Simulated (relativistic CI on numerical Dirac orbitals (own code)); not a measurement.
# Li⁺: one ion under different settings

Aim: see what numerical and physical settings do to the SCF, the total energy and the lowest levels of Li⁺.

Method: Dirac-Coulomb-Breit CI, KLI orbitals optimised for each configuration, model QED (radiative potential, 1s self-energy scaled to tabulated hydrogen-like ionisation energies), numerical settings as typed. Code: relativistic CI on numerical Dirac orbitals (own code) version 3.

## 1. Starting point

| Item | Value |
| --- | --- |
| ion | Li⁺ (Li II) |
| nuclear charge | 3 |
| electrons | 2 |
| isotope | A = 7 |

## 2. Usual settings

Settings of the run:

```ini
atom Li  Z=3  charge=1  electrons=2
nucleus A=7  rms_radius_fm=2.4440
hamiltonian dirac-coulomb  breit=on  qed=on  c_scale=1
orbitals kli  potential=per-configuration
slater_scale 1
correlation none
mixing on
grid step=0.0125 r_max=34.5
scf mixing=0.4 start=green max_iterations=150 tolerance=2e-08 node_fill=0.05
configurations
  1s2
  1s 2s
end
```

Run with:

```console
python run_levels.py task.json out
```

The settings of every run stand in task.json; they run in order.

## 3. Breit term off, nuclear radius 3.1772, node fill 0.5

Settings of the run:

```ini
atom Li  Z=3  charge=1  electrons=2
nucleus A=7  rms_radius_fm=3.1772
hamiltonian dirac-coulomb  breit=off  qed=on  c_scale=1
orbitals kli  potential=per-configuration
slater_scale 1
correlation none
mixing on
grid step=0.0125 r_max=34.5
scf mixing=0.4 start=green max_iterations=150 tolerance=2e-08 node_fill=0.5
configurations
  1s2
  1s 2s
end
```

## 4. End of the grid 24.15, QED terms off

Settings of the run:

```ini
atom Li  Z=3  charge=1  electrons=2
nucleus A=7  rms_radius_fm=2.4440
hamiltonian dirac-coulomb  breit=on  qed=off  c_scale=1
orbitals kli  potential=per-configuration
slater_scale 1
correlation none
mixing on
grid step=0.0125 r_max=24.15
scf mixing=0.4 start=green max_iterations=150 tolerance=2e-08 node_fill=0.05
configurations
  1s2
  1s 2s
end
```

## 5. Slater scale 0.5

Settings of the run:

```ini
atom Li  Z=3  charge=1  electrons=2
nucleus A=7  rms_radius_fm=2.4440
hamiltonian dirac-coulomb  breit=on  qed=on  c_scale=1
orbitals kli  potential=per-configuration
slater_scale 0.5
correlation none
mixing on
grid step=0.0125 r_max=34.5
scf mixing=0.4 start=green max_iterations=150 tolerance=2e-08 node_fill=0.05
configurations
  1s2
  1s 2s
end
```

## 6. Iteration limit 20

Settings of the run:

```ini
atom Li  Z=3  charge=1  electrons=2
nucleus A=7  rms_radius_fm=2.4440
hamiltonian dirac-coulomb  breit=on  qed=on  c_scale=1
orbitals kli  potential=per-configuration
slater_scale 1
correlation none
mixing on
grid step=0.0125 r_max=34.5
scf mixing=0.4 start=green max_iterations=20 tolerance=2e-08 node_fill=0.05
configurations
  1s2
  1s 2s
end
```

## 7. Nuclear radius 24.44

Settings of the run:

```ini
atom Li  Z=3  charge=1  electrons=2
nucleus A=7  rms_radius_fm=24.4400
hamiltonian dirac-coulomb  breit=on  qed=on  c_scale=1
orbitals kli  potential=per-configuration
slater_scale 1
correlation none
mixing on
grid step=0.0125 r_max=34.5
scf mixing=0.4 start=green max_iterations=89 tolerance=2e-08 node_fill=0.05
configurations
  1s2
  1s 2s
end
```

(Steps that only read results are left out.)

**Question.** What will these runs give? Wanted: lowest level, usual settings; total energy; first excitation.

The runs gave:

| setting | total energy less usual (Ha) | largest shift of a level among the lowest eight of both runs, same label and place (cm⁻¹) | SCF iterations | time | lowest level | kind of change |
| --- | --- | --- | --- | --- | --- | --- |
| usual | 0 | 0 | 17 | 0.062 s | 1s2 1S0 | - |
| Breit term off, nuclear radius 3.1772, node fill 0.5 | -0.000258 | 443 | 17 | 0.063 s | 1s2 1S0 | unphysical constant |
| end of the grid 24.15, QED terms off | -0.000115 | 8.67 | 17 | 0.019 s | 1s2 1S0 | model term |
| Slater scale 0.5 | 0 | 5940 | 17 | 0.063 s | 1s2 1S0 | model term |
| iteration limit 20 | 0 | 0 | 17 | 0.061 s | 1s2 1S0 | numerical |
| nuclear radius 24.44 | 1.76e-05 | 1.31 | 17 | 0.06 s | 1s2 1S0 | unsound |

```
                    quantity        value
lowest level, usual settings      1s2 1S0
                total energy   -7.2368 Ha
            first excitation  467181 cm⁻¹
```

In words: Among the runs whose levels can be followed, they move most under «Slater scale 0.5» (model term), by up to 5940 cm⁻¹. No visible change in the result comes from «iteration limit 20». Only the listed configurations are in the model. In a near-neutral ion this small CI can misplace whole configurations by 10,000 cm⁻¹ or more.
